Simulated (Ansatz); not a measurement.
**C2H4Se (SMILES C1C[Se]1): functionals against CCSD(T) at one geometry**

An exercise on one series of results from a longer session: the logs are not shown, and one member is left open.

The runs use Ansatz 0.2.0, Gaussian basis; single points in def2-TZVPP.

Cores are frozen in the correlated methods. Filled d shells of the heavier atoms are correlated.

## The system as given

7 atoms, charge 0, spin multiplicity 1.

Atoms are counted from 1 here; the program's logs count them from 0.

Bond lengths: C1–C2 1.461 Å, C1–Se3 1.854 Å, C1–H4 1.019 Å, C1–H5 1.198 Å, C2–Se3 1.851 Å, C2–H6 1.155 Å, C2–H7 1.121 Å. Angles: C2–C1–Se3 66.7°, C2–C1–H4 121.3°, C2–C1–H5 114.5°, Se3–C1–H4 125.2°, Se3–C1–H5 112.8°, H4–C1–H5 110.3°, C1–C2–Se3 66.9°, C1–C2–H6 119.8°, C1–C2–H7 120.2°, Se3–C2–H6 115.8°, Se3–C2–H7 112.3°, H6–C2–H7 113.3°, C1–Se3–C2 46.4°.

Coordinates:

```xyz
7

C    -0.6156   -0.1284   -0.4438
C     0.5980    0.2154    0.2930
Se   -0.1437   -1.3941    0.8265
H    -0.5989   -0.2747   -1.4525
H    -1.5836    0.5035   -0.1307
H     0.5724    1.0646    1.0761
H     1.6032    0.0824   -0.1842
```

The first run:

Contents of run/in.yaml:

```yaml
crystal:
  periodic: [false, false, false]
  atoms:
    - {symbol: C, position_ang: [-0.615600, -0.128400, -0.443800]}
    - {symbol: C, position_ang: [0.598000, 0.215400, 0.293000]}
    - {symbol: Se, position_ang: [-0.143700, -1.394100, 0.826500]}
    - {symbol: H, position_ang: [-0.598900, -0.274700, -1.452500]}
    - {symbol: H, position_ang: [-1.583600, 0.503500, -0.130700]}
    - {symbol: H, position_ang: [0.572400, 1.064600, 1.076100]}
    - {symbol: H, position_ang: [1.603200, 0.082400, -0.184200]}
basis:
  gaussian: {orbitals: def2-TZVPP}
correlation: {method: ccsd_t}
output: {forces: true}
```

The command line of these runs was not kept.

Steps of the session up to this table: CCSD(T)/def2-TZVPP; PBE0-D4/def2-TZVPP; wB97M-V/def2-TZVPP; r2SCAN-D4/def2-TZVPP; PBE-D4/def2-TZVPP; B97M-V/def2-TZVPP; BLYP-D4/def2-TZVPP.

One of the session's tables, all rows but one given; the rest of the session is left out.

```
   method  RMS force component (eV/Å)  angle to CCSD(T) forces (°)  dipole (D)
  CCSD(T)                       1.992                    reference        1.61
  PBE0-D4                       1.881                          5.0        1.64
  wB97M-V                       1.917                          3.1        1.59
r2SCAN-D4                       1.901                          3.7        1.69
   PBE-D4                       1.906                          5.2        1.55
   B97M-V                           ?                            ?           ?
  BLYP-D4                       2.009                          6.1        1.52
```

Estimate the missing values for B97M-V.

**Answer.** RMS force component (eV/Å): 1.860; angle to CCSD(T) forces (°): 5.2; dipole (D): 1.56. In the column «RMS force component (eV/Å)» it is the lowest.
